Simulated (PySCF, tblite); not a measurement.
# C₉H₁₁F: geometry, infrared bands and NMR shifts

What infrared bands and NMR shifts should C₉H₁₁F (`CCCc1ccc(F)cc1`) show?

Computed with tblite 0.8.0 and PySCF 2.14.0, with density-fitted response routines of our own, on a single molecule in the gas phase. Atoms count from 0, in the outputs and in this text.

## (1) Starting geometry

21 atoms, charge 0, multiplicity 1; geometry from: force field or distance geometry start.

Bonds of the start (Å): C0–C1 1.51, C1–C2 1.54, C2–C3 1.50, C3–C4 1.39, C4–C5 1.39, C5–C6 1.39, C6–F7 1.34, C6–C8 1.39, C8–C9 1.41, C9–C3 1.41, C0–H10 1.10, C0–H11 1.10, C0–H12 1.11, C1–H13 1.11, C1–H14 1.09, C2–H15 1.11, C2–H16 1.11, C4–H17 1.09, C5–H18 1.08, C8–H19 1.08, C9–H20 1.08.

## (2) Optimising the geometry with GFN2-xTB

The job: settings as JSON, then the geometry in Å.

```
{"job": {"kind": "relax", "xc": "GFN2-xTB", "basis": "xTB"}, "charge": 0, "multiplicity": 1}
C     -3.316200    -0.303000    -0.193700
C     -1.838700    -0.451900    -0.455700
C     -1.003700     0.433000     0.488400
C      0.467600     0.293600     0.230200
C      1.115900     1.096900    -0.696300
C      2.478600     0.946900    -0.945100
C      3.199600    -0.014100    -0.247300
F      4.516800    -0.157100    -0.469900
C      2.578700    -0.839100     0.690000
C      1.203000    -0.687900     0.933700
H     -3.648100     0.731200    -0.363100
H     -3.897500    -0.949800    -0.866500
H     -3.584100    -0.574400     0.845700
H     -1.549800    -1.508300    -0.307800
H     -1.622800    -0.200400    -1.490800
H     -1.236300     0.197000     1.545000
H     -1.297800     1.490900     0.354400
H      0.558600     1.846400    -1.256300
H      2.992200     1.576300    -1.662200
H      3.157400    -1.582800     1.226400
H      0.717500    -1.326400     1.661100
```

Run with:

```console
> OMP_NUM_THREADS=1 python probes_run.py task.json out
```

This one command runs all jobs of the session in turn.

**Question.** This job is followed by: GFN2-xTB harmonic vibrations, gas phase; GIAO PBE0/pcSseg-1 NMR shielding, non-relativistic, gas phase. Predict these results of the whole session: strongest single infrared mode (GFN2-xTB); zero-point energy (GFN2-xTB); ¹³C shifts against TMS (PBE0/pcSseg-1, means over atoms taken as alike); ¹H shifts against TMS (PBE0/pcSseg-1, means over atoms taken as alike); ¹⁹F shifts against CFCl3 (PBE0/pcSseg-1).

**Answer**, as computed:

| quantity | value |
| --- | --- |
| strongest single infrared mode (GFN2-xTB) | 1491 cm⁻¹, 91 km/mol |
| zero-point energy (GFN2-xTB) | 108.8 kcal/mol |
| ¹³C shifts against TMS (PBE0/pcSseg-1, means over atoms taken as alike) | 171.2, 145.2, 135.0, 121.3, 44.0, 34.9, 17.7 ppm |
| ¹H shifts against TMS (PBE0/pcSseg-1, means over atoms taken as alike) | 7.44, 7.29, 2.49, 1.47, 1.14 ppm |
| ¹⁹F shifts against CFCl3 (PBE0/pcSseg-1) | -121.0 ppm |

In words: The optimisation took 37 steps and gained 0.075 eV; among the close pairs (by a distance rule), C3–C9 changed most, from 1.414 to 1.390 Å. No mode is imaginary among the 57: a minimum at this level. The strongest single mode, at 1491 cm⁻¹, has its largest shares on C3, C6, C5 and C8 (the list is cut at 4 atoms). Unscaled tight-binding wavenumbers are off by several per cent, some by more. Its intensities can rank the bands wrongly. At PBE0/pcSseg-1: The largest span, 229 ppm, is at C3, where the paramagnetic term is -220 ppm. NICS(1)zz of -28 ppm above the planar ring from C3 marks a diatropic (aromatic) ring current.
